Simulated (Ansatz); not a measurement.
Below is the output of a Python script on Ansatz 0.2.0, Python API that makes a geometry optimisation of CH7BFP, SMILES FC[BH2-][PH3+]. Write a script that gives it. Settings: PBE, def2-SVP basis, multiplicity 1, D3BJ dispersion.

`ch7bfp.xyz`
```text
11

F    -1.56250    1.37430    0.31040
C    -1.28410    0.05880    0.63250
B    -0.25760   -0.55950   -0.43000
P     1.43380    0.28650   -0.28250
H    -0.85060    0.01190    1.65340
H    -2.22690   -0.52630    0.61530
H    -0.12860   -1.72630   -0.22510
H    -0.67990   -0.40410   -1.53350
H     1.30220    1.65560   -0.58230
H     1.92100    0.13690    1.02970
H     2.33320   -0.30770   -1.18770
```

`python run_opt.py` gives:
```text
INFO step   1  E = -13815.970628 eV  max force 1.4784 eV/A
INFO step   2  E = -13816.332306 eV  max force 0.4362 eV/A
INFO step   3  E = -13816.351896 eV  max force 0.2548 eV/A
INFO step   4  E = -13816.344122 eV  max force 0.6162 eV/A
INFO step   5  E = -13816.358594 eV  max force 0.0542 eV/A
INFO step   6  E = -13816.361823 eV  max force 0.0935 eV/A
INFO step   7  E = -13816.362862 eV  max force 0.0561 eV/A
INFO step   8  E = -13816.363174 eV  max force 0.0158 eV/A
INFO E = -13816.363207 eV = -507.7419828 Ha
converged: True  doubts: none
INFO bond        before    after (A)
F0-C1        1.3827   1.4167
C1-B2        1.6015   1.6134
C1-H4        1.1101   1.1152
C1-H5        1.1097   1.1134
B2-P3        1.8969   1.9442
B2-H6        1.1917   1.2302
B2-H7        1.1917   1.2312
P3-H8        1.4077   1.4253
P3-H9        1.4077   1.4308
P3-H10       1.4076   1.4262
dipole moment 3.62 D
Mulliken: [('F', -0.285), ('C', 0.204), ('B', -0.304), ('P', 0.238), ('H', 0.013), ('H', 0.031), ('H', -0.009), ('H', -0.013), ('H', 0.051), ('H', 0.031), ('H', 0.042)]
```

The script that was run (others could print the same):

The script, `run_opt.py`:
```python
"""Relax the CH7BFP molecule."""

import logging
import sys

import ansatz as az
import numpy as np

logging.basicConfig(stream=sys.stdout, format="%(levelname)s %(message)s")
logger = logging.getLogger("run")
logger.setLevel(logging.INFO)

system = az.Crystal.molecule_from_extxyz("ch7bfp.xyz")

model = system.calculation().basis(gaussian="def2-SVP").functional("PBE", dispersion="d3bj")
symbols = [site.symbol for site in system.cartesian_sites]
start = np.array([site.position_ang for site in system.cartesian_sites], dtype=float)
def progress(event):
    if event["event"] == "relax_step":
        row = event["data"]
        logger.info(f"step {row['step']:3d}  E = {row['lagrangian_ev']:.6f} eV  max force {row['allowed_force_max_ev_ang']:.4f} eV/A")


data = model.relax(force_tolerance=0.02, max_steps=100).session().plan().execute(on_event=progress).report
end = np.array(data["positions_ang"])

logger.info(f"E = {data['free_energy_ev']:.6f} eV = {data['free_energy_ev'] / 27.211386246:.7f} Ha")
print("converged:", data["converged"], " doubts:", data["published_state_doubts"] or "none")

logger.info("bond        before    after (A)")
for i, j in [(0, 1), (1, 2), (1, 4), (1, 5), (2, 3), (2, 6), (2, 7), (3, 8), (3, 9), (3, 10)]:
    d0, d1 = (np.linalg.norm(xyz[i] - xyz[j]) for xyz in (start, end))
    print(f"{symbols[i]}{i}-{symbols[j]}{j}".ljust(10), f"{d0:8.4f} {d1:8.4f}")

charges = data["charge_distribution"]
print("dipole moment", round(4.803205 * float(np.linalg.norm(charges["dipole_moment_e_ang"])), 3), "D")
print("Mulliken:", [(s, round(q, 3)) for s, q in zip(symbols, charges["mulliken_charges_e"])])
```

Notes:
- These settings explore the input space; basis and method may be short of convergence.
- The end point is the stationary point reached from this start; no frequency run checks that it is a minimum, and the basis set is modest.
- Run time: 16 s on 1 thread of Intel(R) Xeon(R) 6975P-C (Granite Rapids), on a shared host, peak memory 0.23 GiB.

(Lines on the test bed's own set-up are left out of the output.)
